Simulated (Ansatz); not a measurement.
# Ir (fcc type): how the settings move a single-point run

How sensitive is a single-point run of Ir (fcc type) to its settings? A reference run comes first, then one run with altered input.

Method: reference: DFT, PBE, PAW with Ansatz's default frozen-core files, scalar-relativistic, in Ansatz 0.2.0.

## 1. The structure to begin with

It takes space group Fm-3m (No. 225, cubic). Conventional cell: a = 3.738 Å, b = 3.738 Å, c = 3.738 Å, α = 90.00°, β = 90.00°, γ = 90.00°. Ir (site symmetry m-3m) has 12 Ir at 2.64 Å as nearest neighbours.

Structure file:

```
CELL_PARAMETERS angstrom
0.00000 1.86895 1.86895
1.86895 0.00000 1.86895
1.86895 1.86895 0.00000
ATOMIC_POSITIONS crystal
Ir 0.00000 0.00000 0.00000
```

## 2. The reference run

The input, input.yaml:

```yaml
crystal:
  lattice:
    - [0.0, 1.8689458059, 1.8689458059]
    - [1.8689458059, 0.0, 1.8689458059]
    - [1.8689458059, 1.8689458059, 0.0]
  atoms:
    - { symbol: Ir, position: [0.0, 0.0, 0.0] }
kpoints:
  mp_grid: { grid: [17, 17, 17] }
scf:
  occupations: { method: fermi_dirac, width: 0.1 }
hamiltonian:
  xc: pbe
  pseudopotentials: { kind: paw }
output:
  forces: true
  stress: true
  eigenvalues: true
  populations: true
```

On the command line:

```bash
ansatz run input.yaml --threads 1 --pin off --max-ram 2048MiB --backend cpu --events-out ev --progress --plain --runs-dir out
```

## 3. Variant: hubbard.sites [{species: Ir, l: d, u_eff: 4.0}], hubbard.double_counting amf, ecutrho_ratio 9, accuracy low

Changes to input.yaml since step 2:

```diff
@@ -14,2 +14,3 @@
   pseudopotentials: { kind: paw }
+  hubbard: { sites: [{ species: Ir, l: d, u_eff: 4.0 }], double_counting: amf }
 output:
@@ -19 +20,4 @@
   populations: true
+basis:
+  ecutrho_ratio: 9
+accuracy: low
```

Q: Predict the outcome of this session. Wanted: for each run, ending; energy change; pressure; gap; force.

The runs gave:

```tsv
run	ending	energy change	pressure (GPa)	gap (eV)	force (eV/Å)	cycles	time
reference	converged	0	47.6	0.00	0.00	6	2 s
1: hubbard.sites [{species: Ir, l: d, u_eff: 4.0}], hubbard.double_counting amf, ecutrho_ratio 9, accuracy low	converged	-49.4 meV/atom (U changed: no physical gain or loss)	48.5	0.00	0.00	7	4.4 s
```

Residual by cycle in the longest SCF loop of each run; runs are numbered as in the table. The quantity is the density residual dr2, in eV.

```tsv
cycle	reference	run 1
1	7.8e-4	0.223
2	1.6e-4	0.0108
3	2.1e-5	0.00321
4	4.4e-7	1.5e-4
5	1.0e-8	7.4e-7
6	5.9e-10	1.5e-9
7	-	1.2e-11
```

What this shows: Changing the Hubbard U, numerical grids and accuracy level moves the energy by -49.4 meV/atom, and the pressure goes from 47.6 to 48.5 GPa. The U term adds an energy of its own, so the shift says nothing about which run is better. Cost: 7 SCF cycles against 6, 4.4 s against 2 s. A changed U is a change of model: its shifts are not errors of convergence. The structure is not at rest: the sound run finds 48 GPa, so these are no properties of the relaxed crystal. 
